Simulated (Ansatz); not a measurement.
# Rb3LuBe2: the cost of one run

Method: DFT PBE, scalar-relativistic, plane waves, PAW, in Ansatz 0.2.0.

1 further run of the same task is left out (it didn't finish).

## (1) Starting point

Symmetry: P6mm, No. 183, hexagonal system. The conventional cell has a = 6.414 Å, b = 6.414 Å, c = 4.737 Å, α = 90.00°, β = 90.00°, γ = 120.00°. Rb (site symmetry 2mm) has 4 Be at 3.00 to 3.01 Å and 4 Rb at 3.21 Å and 2 Lu at 3.34 Å as nearest neighbours. Around Lu (site symmetry 6mm) lie 6 Rb at 3.34 Å. Be (site symmetry 3m) is surrounded by 6 Rb at 3.00 to 3.01 Å.

As a file:

```
CELL_PARAMETERS angstrom
6.41407 0.00000 0.00000
-3.20704 5.55475 0.00000
0.00000 0.00000 4.73732
ATOMIC_POSITIONS crystal
Rb 0.00000 0.50000 0.99502
Rb 0.50000 0.00000 0.99502
Rb 0.50000 0.50000 0.99502
Lu 0.00000 0.00000 0.19263
Be 0.66667 0.33333 0.49615
Be 0.33333 0.66667 0.49615
```

A structure generator made this guess: species swapped into a database cell of NaSn2Pd3 (P6mm, No. 183), with Lu on the Na sites, Be on the Sn sites and Rb on the Pd sites. Its size is a rough estimate.

## (2) The guess as it stands, on a coarse mesh

Input file input.yaml:

```yaml
crystal:
  lattice:
    - [6.41407449, 0.0, 0.0]
    - [-3.20703724, 5.55475145, 0.0]
    - [0.0, 0.0, 4.73731746]
  atoms:
    - { symbol: Rb, position: [0.0, 0.5, 0.99502307] }
    - { symbol: Rb, position: [0.5, 0.0, 0.99502307] }
    - { symbol: Rb, position: [0.5, 0.5, 0.99502307] }
    - { symbol: Lu, position: [0.0, 0.0, 0.19263026] }
    - { symbol: Be, position: [0.66666667, 0.33333333, 0.49614772] }
    - { symbol: Be, position: [0.33333333, 0.66666667, 0.49614772] }
basis:
  ecutwfc: 420
kpoints:
  mp_grid: { grid: [3, 3, 4] }
hamiltonian:
  xc: pbe
scf:
  occupations: { method: gaussian, width: 0.1 }
  lower_state_search: "off"
output:
  forces: true
  stress: true
  eigenvalues: true
```

Command:

```console
> ansatz run input.yaml --threads 1 --pin off --max-ram 2560MiB --backend cpu --events-out ev --progress --plain --runs-dir out
```

What time and memory should one allow on 1 thread of Intel Xeon 6975P-C (Granite Rapids), shared host?

About 6 s, with a peak of 0.43 GiB.
